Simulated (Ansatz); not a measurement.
# CH₈OSi₃: small, medium and large basis sets

Aim: see how fast density functionals converge with the basis set for CH₈OSi₃.

Program: Ansatz 0.2.0, Gaussian basis. Level of theory: one geometry, several basis sets. These are calculated values, not measurements.

The runs, in order: PBE0-D4/def2-SVP; ωB97M-V/def2-SVP; PBE0-D4/def2-QZVPP; ωB97M-V/def2-QZVPP; the functionals' def2-TZVPP values are taken from earlier runs.

## Step 1: Structure used throughout

The geometry comes from an earlier relaxation with PBE0-D4 in a triple-zeta def2 set; it is a stationary point, not always the lowest conformer.

SMILES `OC[SiH]1[SiH2][SiH2]1`, 13 atoms, charge 0, spin multiplicity 1.

Atoms are counted from 1 here; the program's logs count them from 0.

Bond lengths: O1–C2 1.416 Å, O1–H6 0.961 Å, C2–Si3 1.892 Å, C2–H7 1.099 Å, C2–H8 1.099 Å, Si3–Si4 2.331 Å, Si3–Si5 2.325 Å, Si3–H9 1.485 Å, Si4–Si5 2.334 Å, Si4–H10 1.484 Å, Si4–H11 1.486 Å, Si5–H12 1.484 Å, Si5–H13 1.485 Å. Angles: C2–O1–H6 108.7°, O1–C2–Si3 109.3°, O1–C2–H7 111.9°, O1–C2–H8 112.2°, Si3–C2–H7 108.0°, Si3–C2–H8 108.2°, H7–C2–H8 107.1°, C2–Si3–Si4 117.1°, C2–Si3–Si5 119.3°, C2–Si3–H9 114.2°, Si4–Si3–Si5 60.2°, Si4–Si3–H9 117.8°, Si5–Si3–H9 118.0°, Si3–Si4–Si5 59.8°, Si3–Si4–H10 119.9°, Si3–Si4–H11 118.1°, Si5–Si4–H10 119.6°, Si5–Si4–H11 117.5° and more.

## Step 2: PBE0-D4 in def2-SVP

The input, in.yaml:

```yaml
crystal:
  periodic: [false, false, false]
  atoms:
    - {symbol: O, position_ang: [-1.912131, -0.076730, 1.880466]}
    - {symbol: C, position_ang: [-1.363095, -0.773961, 0.777601]}
    - {symbol: Si, position_ang: [0.457480, -0.299267, 0.581922]}
    - {symbol: Si, position_ang: [1.356274, -0.393889, -1.566939]}
    - {symbol: Si, position_ang: [1.005936, 1.667083, -0.529891]}
    - {symbol: H, position_ang: [-2.824872, -0.353784, 1.995708]}
    - {symbol: H, position_ang: [-1.417934, -1.863500, 0.911944]}
    - {symbol: H, position_ang: [-1.881585, -0.537440, -0.162040]}
    - {symbol: H, position_ang: [1.321465, -0.724302, 1.712542]}
    - {symbol: H, position_ang: [2.741493, -0.887774, -1.767222]}
    - {symbol: H, position_ang: [0.452202, -0.761388, -2.687150]}
    - {symbol: H, position_ang: [2.182501, 2.454695, -0.085393]}
    - {symbol: H, position_ang: [-0.097432, 2.515358, -1.046648]}
basis:
  gaussian: {orbitals: def2-SVP}
hamiltonian: {xc: pbe0, dispersion: d4}
output: {orbitals: {seedname: orbitals}}
```

The runs that follow: ωB97M-V in def2-SVP; PBE0-D4 in def2-QZVPP; ωB97M-V in def2-QZVPP.

Before running them: what should the planned runs give, taken together? Wanted: PBE0-D4: double and triple zeta above quadruple; ωB97M-V: double and triple zeta above quadruple.

**Answer**, as computed:

```
                                       quantity           value
PBE0-D4: double and triple zeta above quadruple  12.99, 0.96 eV
ωB97M-V: double and triple zeta above quadruple  13.09, 0.92 eV
```

In words: For PBE0-D4 the step from double to triple zeta gains 12.02 eV and the next only 0.96 eV. These are total energies; as a rule much of such shifts cancels in differences, which this series doesn't test.
